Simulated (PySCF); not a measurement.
**IrOH₂: doublet, from a PBE0 minimum start**

Aim: relax IrOH₂ as a doublet from a PBE0 minimum start, check by its vibrations whether the end is a minimum, and collect its spectrum and constants.

Program: PySCF 2.14.0. Level of theory: PBE0, basis Ir def2-TZVP with ECP60, O def2-TZVP, H def2-TZVP, scalar-relativistic core potentials, no spin–orbit coupling, density fitting. These are calculated values, not measurements.

## 1. Starting geometry

4 atoms, charge 0, spin multiplicity 2.

Bond lengths: Ir1–O2 1.687 Å, Ir1–H3 1.572 Å, Ir1–H4 1.572 Å. Angles: O2–Ir1–H3 114.3°, O2–Ir1–H4 114.3°, H3–Ir1–H4 105.3°.

Z-matrix (Å, degrees; charge 0 multiplicity 2):
```
Ir
O  1 1.6874
H  1 1.5724 2 114.26
H  1 1.5724 2 114.26 3 -121.35
```

## 2. The SCF at the typed geometry

The steps below are one call of a driver around PySCF. For each, scf.py gives the equivalent set-up of the SCF; relaxations use the driver's own optimiser. After this first run the driver tries any further starts and a stability analysis.

Contents of scf.py:

```python
from pyscf import gto, scf, dft
mol = gto.M(atom='''
Ir    -0.007230     0.121730    -0.000000
O      0.000000    -1.565670     0.000000
H      0.692150     0.770700    -1.249900
H      0.692150     0.770700     1.249900''',
    basis={'Ir': 'def2-TZVP', 'O': 'def2-TZVP', 'H': 'def2-TZVP'},
    ecp={'Ir': 'def2-TZVP'},
    charge=0, spin=1)
mf = dft.UKS(mol, xc='PBE0')
mf.grids.atom_grid = (50, 194)
aux = {'Ir': 'def2-universal-JKFIT', 'O': 'def2-universal-JKFIT', 'H': 'def2-universal-JKFIT'}
mf = mf.density_fit(auxbasis=aux)
mf.conv_tol = 1e-08
mf.diis_space = 10
mf.max_cycle = 60
mf.init_guess = 'minao'
mf.verbose = 4
mf.kernel()
```

Started as:

```console
> OMP_NUM_THREADS=2 python axn.py task.json out
```

Standard output:

```text
init E= -163.925457375875
[... the frontier-level lines of each cycle are left out ...]
cycle= 1 E= -180.460871163685  delta_E= -16.5  |g|= 0.63  |ddm|= 5.54
cycle= 2 E= -179.085645407244  delta_E= 1.38  |g|= 1.87  |ddm|= 1.48
cycle= 3 E= -180.540512704709  delta_E= -1.45  |g|= 0.524  |ddm|= 1.09
cycle= 4 E= -180.641127526934  delta_E= -0.101  |g|= 0.158  |ddm|= 0.422
cycle= 5 E= -180.649553590388  delta_E= -0.00843  |g|= 0.042  |ddm|= 0.0814
cycle= 6 E= -180.650192077973  delta_E= -0.000638  |g|= 0.0168  |ddm|= 0.0219
cycle= 7 E= -180.650338116467  delta_E= -0.000146  |g|= 0.0032  |ddm|= 0.0143
cycle= 8 E= -180.650351631655  delta_E= -1.35e-05  |g|= 0.00173  |ddm|= 0.0065
cycle= 9 E= -180.650356973056  delta_E= -5.34e-06  |g|= 0.000977  |ddm|= 0.0039
cycle= 10 E= -180.650360014161  delta_E= -3.04e-06  |g|= 0.000352  |ddm|= 0.00467
cycle= 11 E= -180.650360350325  delta_E= -3.36e-07  |g|= 0.000119  |ddm|= 0.00155
cycle= 12 E= -180.650360411472  delta_E= -6.11e-08  |g|= 3.58e-05  |ddm|= 0.000696
cycle= 13 E= -180.650360419915  delta_E= -8.44e-09  |g|= 1.41e-05  |ddm|= 0.000277
Extra cycle  E= -180.650360420482  delta_E= -5.67e-10  |g|= 1.49e-05  |ddm|= 5.23e-05
converged SCF energy = -180.650360420482  <S^2> = 0.75792623  2S+1 = 2.0079106
```

This step, with its further starts and checks, needed 9.5 s of wall time on 2 threads of Arm Neoverse V2, shared host.

Energies from each starting density:

```
                      start  energy (Eh)
    the minimal-basis guess  -180.650360
a thermally smeared density  -180.650360
      a smeared PBE density  -180.650360
```

No lower solution of this spin turned up from the other starts or in the test of internal stability.

## 3. PBE0 minimum start, doublet: relaxation

The program finds Cs symmetry in the start, which this walk keeps. Threshold on the gradient: 0.0003 Eh/bohr, with a further test on the energy change.

Changes to scf.py since step 2:

```diff
@@ -3,2 +3,2 @@
-Ir    -0.007230     0.121730    -0.000000
-O      0.000000    -1.565670     0.000000
+Ir    -0.007230     0.121730     0.000000
+O     -0.000000    -1.565670     0.000000
@@ -17 +16,0 @@
-mf.init_guess = 'minao'
```

Energy and gradient, step by step:

| step | energy (Eh) | change (kJ/mol) | largest symmetric gradient (Eh/bohr) |
| --- | --- | --- | --- |
| 0 | -180.650360 | 0.00 | 0.00008 |

The walk took 1.2 s.

Positions (Å) and forces (eV/Å) along the way:

```
step 0
Ir  -0.007   0.122   0.000  -0.004   0.002   0.000
O    0.000  -1.566   0.000   0.000  -0.001   0.000
H    0.692   0.771  -1.250   0.002   0.000  -0.001
H    0.692   0.771   1.250   0.002   0.000   0.001
```

End point (Cs, 0 steps, 0.0 kJ/mol gained): Ir–H 1.572 Å (×2), Ir–O 1.687 Å; H–Ir–H 105.3°, H–Ir–O 114.3° (×2).

## 4. Is it a minimum? Harmonic modes

The point is checked on the finer grid, and tightened if its gradient asks for it. The Hessian and the dipole derivatives come from central differences of analytic gradients, with steps of 0.02 bohr.

Changes to scf.py since step 3:

```diff
@@ -3,4 +3,4 @@
-Ir    -0.007230     0.121730     0.000000
-O     -0.000000    -1.565670     0.000000
-H      0.692150     0.770700    -1.249900
-H      0.692150     0.770700     1.249900''',
+Ir    -0.007534     0.121754     0.000000
+O      0.000088    -1.565682     0.000000
+H      0.692258     0.770693    -1.249736
+H      0.692258     0.770693     1.249736''',
@@ -11 +11 @@
-mf.grids.atom_grid = (50, 194)
+mf.grids.atom_grid = (75, 302)
@@ -14 +14 @@
-mf.conv_tol = 1e-08
+mf.conv_tol = 1e-10
```

This SCF starts from the last density.

SCF at the final geometry:

```text
init E= -180.650326899746
[... the frontier-level lines of each cycle are left out ...]
cycle= 1 E= -180.650326899708  delta_E= 3.82e-11  |g|= 1.19e-05  |ddm|= 1.22e-05
cycle= 2 E= -180.650326899285  delta_E= 4.23e-10  |g|= 3.52e-05  |ddm|= 2.43e-05
cycle= 3 E= -180.650326899755  delta_E= -4.69e-10  |g|= 6.38e-06  |ddm|= 1.83e-05
cycle= 4 E= -180.650326899776  delta_E= -2.17e-11  |g|= 4.64e-07  |ddm|= 4.23e-06
Extra cycle  E= -180.650326899768  delta_E= 8.27e-12  |g|= 3.61e-07  |ddm|= 1.84e-06
converged SCF energy = -180.650326899768  <S^2> = 0.75792464  2S+1 = 2.007909
```

The whole step took 48 s.

Geometry: Cs; Ir–H 1.572 Å (×2), Ir–O 1.687 Å; H–Ir–H 105.3°, H–Ir–O 114.2° (×2).

Harmonic modes (main isotopes):

```
symmetry  ω (cm⁻¹)  IR (km/mol)
      a'       437         35.2
     a''       528          9.6
      a'       778         20.5
      a'       991         64.1
     a''      2296         12.9
      a'      2310         29.6
```

No imaginary mode, so this is a minimum.

Constants and moments:

* Dipole moment: 2.23 D
* Highest occupied level: -7.28 eV
* Lowest empty level: -3.77 eV
* Rotational constants: 4.106, 0.381, 0.363 cm⁻¹
* Zero-point energy: 43.9 kJ/mol
* Principal polarisabilities: 35.0, 39.0, 47.1 bohr³
* Atomisation energy without zero-point energy: 1067 kJ/mol
* Principal traceless quadrupole moments about the centre of mass: -1.78, 0.43, 1.36 D Å
* Entropy at 298.15 K and 1 bar (electronic part: spin only): 274.8 J/(mol K)
* Heat capacity Cp at 298.15 K: 48.6 J/(mol K)
* Enthalpy at 298.15 K above 0 K: 11.50 kJ/mol
* Rotational symmetry number: 1
* Spin squared ⟨S²⟩: 0.758

Populations by atom (charges in e):

| atom | Mulliken | Löwdin | polar tensor | spin (Mulliken) | Mayer order to Ir1 |
| --- | --- | --- | --- | --- | --- |
| Ir1 | 0.44 | 0.38 | 0.78 | 0.65 | – |
| O2 | -0.41 | -0.28 | -0.58 | 0.39 | 1.90 |
| H3,4 | -0.02 | -0.05 | -0.10 | -0.02 | 0.95 |

Outer orbital energies (eV). α occupied: -13.03, -12.74, -12.55, -11.43, -10.63, -8.36, -7.66, -7.54; empty: -3.05, -2.04, -0.67, 1.99. β occupied: -26.57, -12.54, -12.38, -11.83, -10.64, -10.41, -7.97, -7.28; empty: -3.77, -2.75, -1.88, -0.14.

Mulliken populations on Ir1 (outside its core potential): s 2.87, p 6.32, d 7.33, f 0.04.

## 5. Outcome

| quantity | value |
| --- | --- |
| minimum | doublet, Cs |
| geometry | Ir–H 1.572 Å (×2), Ir–O 1.687 Å; H–Ir–H 105.3°, H–Ir–O 114.2° (×2) |
| wavenumbers (cm⁻¹) | 437 (a'), 528 (a''), 778 (a'), 991 (a'), 2296 (a''), 2310 (a') |
| dipole moment | 2.23 D |
| highest occupied, lowest empty level (either spin) | -7.28, -3.77 eV |
| polar-tensor charge of Ir1 | +0.78 e |
| zero-point energy | 43.9 kJ/mol |
| entropy at 298.15 K | 274.8 J/(mol K) |
| atomisation energy (no zero-point energy) | 1067 kJ/mol |
| ⟨S²⟩ | 0.758 |

What this shows: The PBE0 minimum start keeps its Cs symmetry and ends in a minimum. In the infrared the band at 991 cm⁻¹ (a', mixed) leads. Most of the spin sits on Ir1 (Mulliken spin 0.65, against 1 for the whole molecule). Other starts or spin states, not run here, may lie lower. One determinant may miss the lowest occupation of an open d or f shell. With an element this heavy the missing spin–orbit coupling can shift these numbers.

The search up to here took 59 s.
